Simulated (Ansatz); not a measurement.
MnPt2:

```
Pt Mn
1.0
     2.85840    0.00000    0.00000
    -1.42920    2.47545    0.00000
     0.00000    0.00000    6.53250
Pt Mn
2 1
Direct
  0.66667 0.33333 0.31621
  0.33333 0.66667 0.68379
  0.00000 0.00000 0.00000
```

The cell comes from a database or a generator and needn't be the stable form of this composition.

Below is the output of Ansatz 0.2.0 for this cell. Logs are shortened: lines on timing, memory, paths and dates and some standing lists are left out, and cuts for length are marked.

```text
Warning: output.stress: scf.convergence.dr2_threshold = 1e-7 eV (the SCF's general default) is looser than the 3e-10 eV advised for a printed stress (1e-10 eV for each atom of the cell: 3). What an SCF threshold leaves in a stress goes as its square root, and in the free energy as the threshold itself, and one threshold admits the most on a small cell: of the crystals measured, under no hybrid functional and no lock of the moments, on runs that ended without the residual-converged pass, on stresses that held no estimate of that error, the worst erred by over 100 MPa in a component at 1e-7 eV an atom and by under 5 at 1e-10. Set scf.convergence.dr2_threshold to 3e-10 eV or tighter. The threshold is an SCF's pass mark: one that does not reach it within its budget of iterations ends unconverged, or closes short of it on a stop that the run arms, and scf.convergence.dr2_threshold's page says what that costs each kind of run
Warning: RAYON_NUM_THREADS=2 ignored (pool sized by the plan → 2); use --threads N
scf.n_extra_bands = 7 over 51 filled bands (N_el = 51.0): the run solves 58 bands
Engine: ansatz 0.2.0, aarch64-unknown-linux-gnu
Pseudopotentials: kind: paw_fr
Pseudopotential: Pt, paw_fr, valence charge 18, recommended cutoff 420 eV (normal), Pt.paw.azcp#standard-fr
Pseudopotential: Mn, paw_fr, valence charge 15, recommended cutoff 420 eV (normal), Mn.paw.azcp#standard-fr
Functional definition: PBEsol
  exchange = pbesol_x
  correlation = pbesol_c
[... 75 lines left out ...]
  E_core_change = 0.754938  (= ΣΔE_core)
  E_smearing   = -0.018932  (= −TS)
  E_closure    = 0.000000  (closes the sum)
  Σ components = -28704.733139   (vs F -28704.733139, Δ=0.00e0)
--- Forces (eV/Å), atoms counted from 1 ---
  atom   1  Pt     0.00000266     0.00000235     0.06166260
  atom   2  Pt    -0.00000266    -0.00000235    -0.06166260
  atom   3  Mn     0.00000000     0.00000000     0.00000000
  max |Σ_I F_I| component: 0.00e0 eV/Å
--- Stress (GPa, compression-positive) ---
      -10.797363      -0.000064       0.000043
       -0.000064     -10.797242       0.000043
        0.000014       0.000019      -8.091085
  P = ⅓ Tr σ = -9.8952 GPa (-98.952 kbar)
--- Band table (eV; the first three rows and the last of 243) ---
  k-point 0: bands = ["-78.6906", "-78.6826", "-78.5309", "-78.5230", "-61.0513", "-57.0823", "-43.9558", "-43.9281", "-43.9086", "-43.8799", "-30.3817", "-30.0254", "-29.4468", "-28.9885", "-28.9232", "-28.8634", "-28.8359", "-28.8356", "-28.8015", "-28.6708", "-28.6464", "-26.2655", "-25.9707", "-25.5192", "10.2041", "10.4575", "12.4960", "12.6375", "13.6940", "14.3978", "15.4534", "15.5705", "15.7151", "15.7443", "16.0918", "16.0936", "16.6321", "16.6678", "16.7004", "16.7482", "16.8032", "16.8623", "16.9275", "16.9643", "17.3972", "17.7875", "17.8411", "18.1645", "18.2032", "18.4380", "18.5203", "18.7631", "18.9079", "19.0368", "19.0473", "20.2810", "20.9495", "20.9739"]
  k-point 1: bands = ["-78.6906", "-78.6826", "-78.5309", "-78.5230", "-61.0513", "-57.0823", "-43.9560", "-43.9279", "-43.9087", "-43.8797", "-30.3817", "-30.0265", "-29.4468", "-28.9776", "-28.9279", "-28.8619", "-28.8457", "-28.8370", "-28.7964", "-28.6710", "-28.6462", "-26.2655", "-25.9711", "-25.5192", "10.4638", "10.6933", "12.1380", "12.3470", "13.5304", "14.1929", "15.4285", "15.5552", "15.6145", "15.6829", "15.7274", "15.7959", "16.3966", "16.5248", "16.7671", "16.7996", "16.8239", "16.9383", "17.0933", "17.8268", "17.8639", "17.8838", "18.0903", "18.1411", "18.1756", "18.4319", "18.5820", "18.6864", "18.8155", "19.2408", "19.5176", "20.2203", "20.9868", "20.9973"]
  k-point 2: bands = ["-78.6906", "-78.6826", "-78.5309", "-78.5230", "-61.0513", "-57.0823", "-43.9561", "-43.9278", "-43.9088", "-43.8796", "-30.3817", "-30.0276", "-29.4469", "-28.9648", "-28.9323", "-28.8603", "-28.8575", "-28.8386", "-28.7918", "-28.6712", "-28.6460", "-26.2656", "-25.9715", "-25.5192", "10.9987", "11.1051", "11.4653", "11.8478", "13.4096", "14.0149", "15.4050", "15.4068", "15.5733", "15.6590", "15.6709", "15.8311", "16.3739", "16.7422", "16.7838", "16.7896", "16.8492", "16.9327", "16.9955", "17.8014", "17.8997", "17.9303", "17.9376", "18.0063", "18.1940", "18.3327", "18.4962", "19.2703", "19.6709", "19.7381", "19.9391", "19.9528", "21.0037", "21.0087"]
  k-point 242: bands = ["-78.6748", "-78.6716", "-78.5151", "-78.5119", "-61.0357", "-57.0647", "-43.9928", "-43.9819", "-43.9440", "-43.9326", "-30.4628", "-30.0060", "-29.5332", "-29.0754", "-29.0672", "-28.9978", "-28.9759", "-28.9042", "-28.8556", "-28.8313", "-28.8066", "-26.3517", "-25.9598", "-25.6079", "13.4940", "13.6210", "13.6974", "13.8657", "14.0934", "14.2691", "14.4482", "14.8344", "15.2934", "15.6259", "15.7937", "16.2414", "16.4308", "16.7374", "16.9098", "17.0831", "17.4630", "17.5981", "17.7474", "17.9233", "18.3350", "18.4636", "18.7840", "19.0667", "19.5251", "19.7485", "19.8754", "20.2462", "20.3854", "21.0483", "21.2800", "21.7353", "22.4724", "22.6588"]
```

Q: What input gives this log?

A: Band structure with PBEsol, non-collinear spin, ferromagnetic start, spin-orbit coupling. The files as run (others can give the same):

input.yaml
```yaml
crystal:
  lattice:
    - [2.8584044518, 0.0, 0.0]
    - [-1.4292022259, 2.4754508696, 0.0]
    - [0.0, 0.0, 6.532504]
  atoms:
    - { symbol: Pt, position: [0.6666666667, 0.3333333333, 0.316206] }
    - { symbol: Pt, position: [0.3333333333, 0.6666666667, 0.683794] }
    - { symbol: Mn, position: [0.0, 0.0, 0.0], spin: 3.999, spin_axis: [2.309, 2.309, 2.309] }
hamiltonian:
  xc: pbesol
  pseudopotentials: { kind: paw_fr }
magnetization:
  noncollinear: true
  spin_orbit: true
kpoints:
  mp_grid: { grid: [11, 11, 4] }
  band_path:
    path:
      - [[0.0, 0.0, 0.0], [0.5, 0.0, 0.0], [0.3333333333, 0.3333333333, 0.0], [0.0, 0.0, 0.0], [0.0, 0.0, 0.5], [0.5, 0.0, 0.5], [0.3333333333, 0.3333333333, 0.5], [0.0, 0.0, 0.5]]
      - [[0.5, 0.0, 0.5], [0.5, 0.0, 0.0]]
      - [[0.3333333333, 0.3333333333, 0.0], [0.3333333333, 0.3333333333, 0.5]]
    npoints: 14
scf:
  occupations: { method: fermi_dirac, width: 0.05 }
  n_extra_bands: 7
output:
  forces: true
  stress: true
  eigenvalues: true
  fatbands: true
```

Potentials or basis: Ansatz PAW.
The run is started by
```bash
$ ansatz run input.yaml --threads 2 --pin off --max-ram 5632MiB --backend cpu --events-out ev --progress --plain --runs-dir out
```

Caveat: the PAW data sets come from PBE, with cores solved anew for the run's functional, which leaves a small shift of forces and pressure; the thresholds are loose for stress.
